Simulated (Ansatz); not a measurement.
What does this script print? It uses Ansatz 0.2.0, Python API.

Script `dimer_clfh2si.py`:
```python
# -*- coding: utf-8 -*-
import ansatz

params = {
    "basis": "def2-SVP",
    "xc": "PBE0",
}

FIRST = [
    ("F", (-0.4793, 0.1333, 1.5502)),
    ("Si", (0.0552, -0.0619, 0.0657)),
    ("Cl", (-1.0896, 0.9926, -1.3037)),
    ("H", (0.0531, -1.489, -0.2882)),
    ("H", (1.4605, 0.4248, -0.0238)),
]
SECOND = [
    ("F", (-5.708, -1.2845, -0.3953)),
    ("Si", (-5.5988, 0.1137, -1.144)),
    ("Cl", (-3.8339, 1.0955, -0.676)),
    ("H", (-6.7434, 0.9664, -0.7909)),
    ("H", (-5.6364, -0.1078, -2.6168)),
]

def energy(atoms, ghosts=()):
    molecule = ansatz.Crystal.molecule()
    for symbol, xyz in atoms:
        molecule = molecule.atom(symbol, xyz)
    calc = (
        molecule.calculation()
        .basis(gaussian=params["basis"])
        .functional(params["xc"])
    )
    deck = calc.input()
    if ghosts:
        deck = deck.set(ansatz.key.basis.gaussian.ghost_atoms, [{"symbol": s, "position_ang": list(xyz)} for s, xyz in ghosts])
    return ansatz.Session.from_dict(deck).plan().execute().report["free_energy_ev"]


def main():
    both = energy(FIRST + SECOND)
    alone = energy(FIRST) + energy(SECOND)
    ghosted = energy(FIRST, SECOND) + energy(SECOND, FIRST)
    print(f"dimer {both:.6f} eV")
    print(f"interaction, uncorrected   {(both - alone):8.3f} eV")
    print(f"interaction, counterpoise  {(both - ghosted):8.3f} eV")
    print(f"basis-set superposition    {(alone - ghosted):8.3f} eV")


if __name__ == "__main__":
    main()
```

Running `python dimer_clfh2si.py` prints:
```text
dimer -46267.161769 eV
interaction, uncorrected      0.252 eV
interaction, counterpoise     0.305 eV
basis-set superposition       0.053 eV
```

Uncorrected it is 0.252 eV, with the counterpoise correction 0.305 eV; the difference, 0.05 eV, is the superposition error. In this basis both values are repulsive.

Total energies depend on the basis set; only differences at equal settings carry meaning. The dimer is a generated trial pose of unrelaxed monomers, not a minimum, so the figure is no binding energy, and the basis set is small. This level lacks the dispersion part of the attraction (electrostatics and induction are there), which can decide the sign where the interaction is weak. The whole script took 6.8 s on 1 thread of Intel(R) Xeon(R) 6975P-C (Granite Rapids), with other jobs on the host, peak memory 0.33 GiB.
